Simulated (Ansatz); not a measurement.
# Si3Ge: the cost of one run

Program: Ansatz 0.2.0. Level of theory: DFT PBE, scalar-relativistic, plane waves, PAW. These are calculated values, not measurements.

1 further run of the same task is left out (it didn't finish).

**1. Starting point**

It takes space group R-3m (No. 166, trigonal). Conventional cell: a = 5.193 Å, b = 5.193 Å, c = 9.371 Å, α = 90.00°, β = 90.00°, γ = 120.00°. Si (site symmetry 2/m) is surrounded by 2 Ge at 2.16 Å. Ge (site symmetry -3m) is surrounded by 6 Si at 2.16 Å.

Coordinates:

```cif
data_structure
_symmetry_space_group_name_H-M 'R-3m:H'
_symmetry_Int_Tables_number 166
_cell_length_a 5.1934
_cell_length_b 5.1934
_cell_length_c 9.3706
_cell_angle_alpha 90.000
_cell_angle_beta 90.000
_cell_angle_gamma 120.000
_cell_volume 218.87
loop_
_atom_site_label
_atom_site_type_symbol
_atom_site_symmetry_multiplicity
_atom_site_Wyckoff_symbol
_atom_site_fract_x
_atom_site_fract_y
_atom_site_fract_z
_atom_site_occupancy
Si1 Si 9 d 0.16667 0.33333 0.83333 1
Ge1 Ge 3 a 0.00000 0.00000 0.00000 1
```

A structure generator made this guess: random cell by space group and Wyckoff sites (R-3m, No. 166). Lengths come from tabulated atomic sizes and are only a guess.

**2. Probe: one point on a coarse mesh**

Contents of input.yaml:

```yaml
crystal:
  lattice:
    - [2.59668378, 1.49919608, 3.12352299]
    - [-2.59668378, 1.49919608, 3.12352299]
    - [0.0, -2.99839216, 3.12352299]
  atoms:
    - { symbol: Si, position: [0.0, 0.0, 0.5] }
    - { symbol: Si, position: [0.5, 0.0, 0.0] }
    - { symbol: Si, position: [0.0, 0.5, 0.0] }
    - { symbol: Ge, position: [0.0, 0.0, 0.0] }
basis:
  ecutwfc: 420
kpoints:
  mp_grid: { grid: [6, 6, 6] }
hamiltonian:
  xc: pbe
scf:
  occupations: { method: gaussian, width: 0.1 }
  lower_state_search: "off"
output:
  forces: true
  stress: true
  eigenvalues: true
```

Command:

```bash
$ ansatz run input.yaml --threads 1 --pin off --max-ram 2560MiB --backend cpu --events-out ev --progress --plain --runs-dir out
```

What time and memory should one allow on 1 thread of Arm Neoverse V1, shared host?

About 2.9 s, with a peak of 0.33 GiB.
